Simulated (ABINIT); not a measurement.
A calculation with ABINIT 10.8.3 (patched build) of HfMoC2 (ASE script, structure typed inline):

run.py

```python
import json, os
import numpy as np
from ase.units import GPa
from ase.calculators.abinit import Abinit, AbinitProfile
from ase import Atoms

atoms = Atoms(['Hf', 'Mo', 'C', 'C'],
              cell=[[3.191423, 0.0, 0.0], [0.0, 3.191423, 0.0], [0.0, 0.0, 4.485164]],
              scaled_positions=[[0.0, 0.0, 0.0], [0.5, 0.5, 0.5], [0.5, 0.5, 0.0], [0.0, 0.0, 0.5]],
              pbc=True)

profile = AbinitProfile(command='abinit', pp_paths=[os.path.abspath('pseudos')])
params = dict(
    pps='pawxml', xc='PBE',
    ecut=517.0163,
    pawecutdg=1034.0327,
    pawxcdev=0,
    kptopt=1,
    ngkpt=[8, 8, 6],
    nshiftk=1,
    shiftk=[0.0, 0.0, 0.0],
    ixc=11,
    nband=21,
    occopt=3,
    tsmear=0.05,
    nstep=100,
    tolvrs=1e-09,
    prtwf=0,
    prtden=0,
)

atoms.calc = Abinit(profile=profile, directory='run', **params)
energy = atoms.get_potential_energy()
forces = atoms.get_forces()
stress = atoms.get_stress()
print(f'energy {energy:.6f} eV')
print('forces (eV/A)')
print(np.round(forces, 5))
print('stress (GPa, Voigt, tension positive)', np.round(stress / GPa, 4))
json.dump(dict(energy=energy, forces=forces.tolist(), stress=stress.tolist(), cell=atoms.cell.tolist(), frac=atoms.get_scaled_positions(wrap=False).tolist()), open('results.json', 'w'))
```

Potentials or basis: JTH PAW PBE v2.0.

The run is started by

```console
$ python run.py
```

The cell comes from a database or a generator and needn't be the stable form of this composition.

Question: Write the same calculation in another form: native input, structure typed inline.

Answer: As run:

File run.abi:

```
# Pseudopotentials
pp_dirpath "./"
pseudos "Hf.GGA_PBE-JTH.xml, Mo.GGA_PBE-JTH.xml, C.GGA_PBE-JTH.xml"

# Structure
acell 3*1.0 Angstrom
rprim
     3.1914230000     0.0000000000     0.0000000000
     0.0000000000     3.1914230000     0.0000000000
     0.0000000000     0.0000000000     4.4851640000
ntypat 3
znucl 72 42 6
natom 4
typat 1 2 3 3
xcart
     0.0000000000     0.0000000000     0.0000000000
     1.5957115000     1.5957115000     2.2425820000
     1.5957115000     1.5957115000     0.0000000000
     0.0000000000     0.0000000000     2.2425820000 Angstrom

# Plane-wave basis
ecut 517.016339 eV
pawecutdg 38.0
pawxcdev 0

# k points
kptopt 1
ngkpt 8 8 6
nshiftk 1
shiftk 0.0 0.0 0.0

# Exchange and correlation
ixc 11

# Bands and occupations
nband 21
occopt 3
tsmear 0.05 eV

# SCF cycle
nstep 100
tolvrs 1.0e-9

# Output
iomode 3
prtwf 0
prteig 0
prtebands 0
prtden 1
prtvha 1
prtvclmb 1
prtpot 1
```

Potentials or basis: JTH PAW PBE v2.0.

The run is started by

```sh
$ abinit run.abi > log 2>&1
```

Both were run:

|  | ASE script, structure typed inline | native input, structure typed inline |
| --- | --- | --- |
| Pressure | -1.2 GPa | -1.2 GPa |
| Band gap on the k mesh | none (metal or under the smearing width) | none (metal or under the smearing width) |
| Valence electrons inside the program's atomic spheres | Hf 9.75; Mo 11.18; C 2.44, 2.41 | Hf 9.75; Mo 11.18; C 2.44, 2.41 |

Keys that steer only the numerical path or the files written may differ.

Caveat: the highest band is partly filled, so the run has too few bands.
